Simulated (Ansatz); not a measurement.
# La2C3: the cost of one run

Method: DFT PBEsol, scalar-relativistic, plane waves, PAW, in Ansatz 0.2.0.

1 further run of the same task is left out (set aside as unsound or not needed).

**1. Starting point**

Symmetry: I-43d, No. 220, cubic system. Conventional cell: a = 8.701 Å, b = 8.701 Å, c = 8.701 Å, α = 90.00°, β = 90.00°, γ = 90.00°. La (site symmetry 3) is surrounded by 9 C at 2.67 to 2.97 Å. Around C (site symmetry 2) lie 1 C at 1.33 Å.

Structure file:

```
CELL_PARAMETERS angstrom
-4.35068 4.35068 4.35068
4.35068 -4.35068 4.35068
4.35068 4.35068 -4.35068
ATOMIC_POSITIONS crystal
La 0.10524 0.10524 0.10524
La 0.89476 0.50000 0.00000
La 0.50000 0.00000 0.39476
La 0.00000 0.89476 0.50000
La 0.39476 0.50000 0.00000
La 0.60524 0.60524 0.60524
La 0.00000 0.39476 0.50000
La 0.50000 0.00000 0.89476
C 0.25000 0.54868 0.29868
C 0.45132 0.25000 0.70132
C 0.75000 0.95132 0.20132
C 0.04868 0.75000 0.79868
C 0.29868 0.25000 0.54868
C 0.70132 0.45132 0.25000
C 0.20132 0.75000 0.95132
C 0.79868 0.04868 0.75000
C 0.75000 0.79868 0.04868
C 0.54868 0.29868 0.25000
C 0.25000 0.70132 0.45132
C 0.95132 0.20132 0.75000
```

This cell was relaxed beforehand with the same method: volume 16.47 Å³/atom, gap on the mesh none (metal).

**2. Tight relaxation for the response runs, with the smearing for a metal**

Response runs need a geometry at rest under their own mesh and occupations; hence this stricter relaxation.

Input file input.yaml:

```yaml
crystal:
  lattice:
    - [-4.3506794817, 4.3506794817, 4.3506794817]
    - [4.3506794817, -4.3506794817, 4.3506794817]
    - [4.3506794817, 4.3506794817, -4.3506794817]
  atoms:
    - { symbol: La, position: [0.1052390842, 0.1052390842, 0.1052390842] }
    - { symbol: La, position: [0.8947609158, 0.5, 0.0] }
    - { symbol: La, position: [0.5, 0.0, 0.3947609158] }
    - { symbol: La, position: [0.0, 0.8947609158, 0.5] }
    - { symbol: La, position: [0.3947609158, 0.5, 0.0] }
    - { symbol: La, position: [0.6052390842, 0.6052390842, 0.6052390842] }
    - { symbol: La, position: [0.0, 0.3947609158, 0.5] }
    - { symbol: La, position: [0.5, 0.0, 0.8947609158] }
    - { symbol: C, position: [0.25, 0.5486770051, 0.2986770051] }
    - { symbol: C, position: [0.4513229949, 0.25, 0.7013229949] }
    - { symbol: C, position: [0.75, 0.9513229949, 0.2013229949] }
    - { symbol: C, position: [0.0486770051, 0.75, 0.7986770051] }
    - { symbol: C, position: [0.2986770051, 0.25, 0.5486770051] }
    - { symbol: C, position: [0.7013229949, 0.4513229949, 0.25] }
    - { symbol: C, position: [0.2013229949, 0.75, 0.9513229949] }
    - { symbol: C, position: [0.7986770051, 0.0486770051, 0.75] }
    - { symbol: C, position: [0.75, 0.7986770051, 0.0486770051] }
    - { symbol: C, position: [0.5486770051, 0.2986770051, 0.25] }
    - { symbol: C, position: [0.25, 0.7013229949, 0.4513229949] }
    - { symbol: C, position: [0.9513229949, 0.2013229949, 0.75] }
basis:
  ecutwfc: 420
kpoints:
  mp_grid: { grid: [6, 6, 6] }
hamiltonian:
  xc: pbesol
scf:
  occupations: { method: fermi_dirac, width: 0.15 }
output:
  forces: true
  stress: true
  eigenvalues: true
  write_density: true
  write_potential: true
  elf: true
  volumetric_format: npy
relax:
  adjacent_minimum: "off"
  f_tol: 0.001
  max_steps: 60
  cell: { stress_tol: 0.01 }
```

Started as:

```console
> ansatz run input.yaml --threads 8 --pin off --max-ram 22528MiB --backend cpu --events-out ev --progress --plain --runs-dir out
```

What time and memory should one allow on 8 threads of AMD EPYC (Zen 3), shared host?

About 78 s, with a peak of 1.7 GiB.
